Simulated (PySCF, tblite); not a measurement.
# C8H13OP: geometry, infrared bands and NMR shifts

What infrared bands and NMR shifts should C8H13OP (`CC[P@@]1(=O)C=CC(C)=C1C`) show?

The runs use tblite 0.8.0 and PySCF 2.14.0, with density-fitted response routines of our own; the level of theory stands in each step. All values are computed, except where a source is named. Atoms count from 0, in the outputs and in this text.

### Step 1. Starting geometry

23 atoms, charge 0, multiplicity 1; geometry from: force field or distance geometry start.

Bonds of the start (Å): C0–C1 1.49, C1–P2 1.82, P2–O3 1.50, P2–C4 1.78, C4–C5 1.32, C5–C6 1.42, C6–C7 1.52, C6–C8 1.31, C8–C9 1.48, C8–P2 1.79, C0–H10 1.09, C0–H11 1.11, C0–H12 1.13, C1–H13 1.12, C1–H14 1.11, C4–H15 1.08, C5–H16 1.11, C7–H17 1.11, C7–H18 1.09, C7–H19 1.11, C9–H20 1.10, C9–H21 1.11, C9–H22 1.11.

### Step 2. Geometry optimisation with GFN2-xTB

Job settings and geometry (Å):

```
{"job": {"kind": "relax", "xc": "GFN2-xTB", "basis": "xTB"}, "charge": 0, "multiplicity": 1}
C     -2.204600     0.364200    -0.992600
C     -2.319500    -0.542600     0.189900
P     -0.707500    -0.896700     0.945400
O     -0.800500    -1.130300     2.420900
C      0.195300    -2.186700     0.112400
C      1.279600    -1.616700    -0.369200
C      1.452100    -0.231600    -0.119800
C      2.664800     0.557300    -0.596000
C      0.510100     0.365700     0.569100
C      0.442100     1.787000     0.959600
H     -1.214300     0.360900    -1.453900
H     -2.467000     1.418200    -0.747000
H     -2.934300     0.027100    -1.781000
H     -2.962200    -0.014300     0.938700
H     -2.810800    -1.486400    -0.111300
H     -0.084800    -3.224200     0.014800
H      2.023500    -2.222400    -0.931300
H      2.343600     1.611200    -0.746300
H      3.496500     0.423500     0.089900
H      2.938100     0.177500    -1.605500
H      1.211100     2.046500     1.708800
H     -0.555200     1.953200     1.417500
H      0.499200     2.486400     0.096900
```

Run with:

```
$ OMP_NUM_THREADS=1 python probes_run.py task.json out
```

The driver reads the jobs from task.json and runs them one after another.

**Question.** This job is followed by: GFN2-xTB harmonic vibrations, gas phase; GIAO PBE0/pcSseg-1 NMR shielding, non-relativistic, gas phase. What will the session give for the following? strongest single infrared mode (GFN2-xTB); zero-point energy (GFN2-xTB); 13C shifts against TMS (PBE0/pcSseg-1); 1H shifts against TMS (PBE0/pcSseg-1, means over atoms taken as alike); 31P shifts against H3PO4 (PBE0/pcSseg-1); 17O shifts against H2O (PBE0/pcSseg-1); surface potential, 1st and 99th percentile.

As calculated:

| quantity | value |
| --- | --- |
| strongest single infrared mode (GFN2-xTB) | 1274 cm⁻¹, 205 km/mol |
| zero-point energy (GFN2-xTB) | 117.9 kcal/mol |
| 13C shifts against TMS (PBE0/pcSseg-1) | 152.1, 149.6, 138.6, 133.5, 26.1, 17.2, 10.7, 6.9 ppm |
| 1H shifts against TMS (PBE0/pcSseg-1, means over atoms taken as alike) | 6.77, 6.06, 2.03, 1.98, 1.98, 1.92, 0.71 ppm |
| 31P shifts against H3PO4 (PBE0/pcSseg-1) | 39.8 ppm |
| 17O shifts against H2O (PBE0/pcSseg-1) | 73.1 ppm |
| surface potential, 1st and 99th percentile | -2.42 V and 1.01 V |

Relaxing lowered the energy by 0.648 eV in 141 steps; the close pair that moved most is C5–C6, from 1.418 to 1.464 Å. All 63 modes are real, so the xTB geometry is a minimum. The strongest single mode, at 1274 cm⁻¹, is spread over many atoms; the largest shares are those of O3, P2. Unscaled tight-binding wavenumbers are off by several per cent, some by more. Its intensities can rank the bands wrongly. By nearest atom (PBE0/pcSseg-1), the HOMO sits on C8 28 %; C4, C6 about 19 % each and the LUMO on C4, C5, C8 about 18 % each; C6 13 %.
